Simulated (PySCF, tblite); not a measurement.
# C7H5O3 radical: geometry, infrared bands and EPR parameters

What infrared bands and EPR parameters should C7H5O3 radical (`[O]c1ccc(OC=O)cc1`) show?

Computed with tblite 0.8.0 and PySCF 2.14.0, with density-fitted response routines of our own, on a single molecule in the gas phase. Atoms are numbered from 0 throughout.

**1. Starting geometry**

15 atoms, charge 0, multiplicity 2; geometry from: force field or distance geometry start.

Bonds of the start (Å): O0–C1 1.39, C1–C2 1.39, C2–C3 1.37, C3–C4 1.37, C4–O5 1.39, O5–C6 1.41, C6–O7 1.28, C4–C8 1.39, C8–C9 1.40, C9–C1 1.39, C2–H10 1.09, C3–H11 1.09, C6–H12 1.07, C8–H13 1.07, C9–H14 1.10.

**2. Relaxing the molecule with GFN2-xTB**

What the job is given:

```
{"job": {"kind": "relax", "xc": "GFN2-xTB", "basis": "xTB"}, "charge": 0, "multiplicity": 2}
O     -3.413600     0.062400     0.756400
C     -2.092400     0.009800     0.319000
C     -1.438600    -1.195900     0.086600
C     -0.136300    -1.228600    -0.346100
C      0.532300    -0.038700    -0.502800
O      1.854000     0.025500    -0.934200
C      2.881800     0.019700     0.034100
O      2.523100    -0.045500     1.259000
C     -0.098300     1.174100    -0.264000
C     -1.427900     1.222200     0.162800
H     -1.968700    -2.135000     0.214800
H      0.350800    -2.189500    -0.525100
H      3.922900     0.065200    -0.228200
H      0.441300     2.083700    -0.409300
H     -1.934800     2.178700     0.355200
```

On the command line:

```sh
$ OMP_NUM_THREADS=1 python probes_run.py task.json out
```

One launch serves the whole session: the jobs run in the order shown.

**Question.** This job is followed by: GFN2-xTB harmonic vibrations, gas phase; UKS B3LYP, pcH-1 on C H O, non-relativistic, mean-field spin-orbit, GIAO. Predict these results of the whole session: strongest single infrared mode (GFN2-xTB); zero-point energy (GFN2-xTB); g(iso) (B3LYP); ⟨S²⟩; largest a(iso) (averaged by class); potential on the surface of density 0.002 e/bohr³, 1st and 99th percentile.

The runs gave:

| quantity | value |
| --- | --- |
| strongest single infrared mode (GFN2-xTB) | 1776 cm⁻¹, 548 km/mol |
| zero-point energy (GFN2-xTB) | 63.7 kcal/mol |
| g(iso) (B3LYP) | 2.00576 |
| ⟨S²⟩ | 0.782 (exact 0.75) |
| largest a(iso) (averaged by class) | 13C on C4, 38.4 MHz |
| potential on the surface of density 0.002 e/bohr³, 1st and 99th percentile | -1.72 V and 1.54 V |

In words: The optimisation took 120 steps and gained 1.297 eV; among the close pairs (by a distance rule), O0–C1 changed most, from 1.393 to 1.234 Å. All 39 modes are real, so the xTB geometry is a minimum. The strongest single mode, at 1776 cm⁻¹, moves mainly C6 and O7. GFN2-xTB is a fitted tight-binding method: band positions and strengths are rough. Its intensities can rank the bands wrongly. The largest spin populations lie on O0 (0.39 e), C4 (0.37 e), C9 (0.32 e), C2 (0.28 e). The isotropic g lies 3.4 ppt above the free-electron value. The conformer search found further structures of the same energy, which may be mirror or relabelled copies of this one.
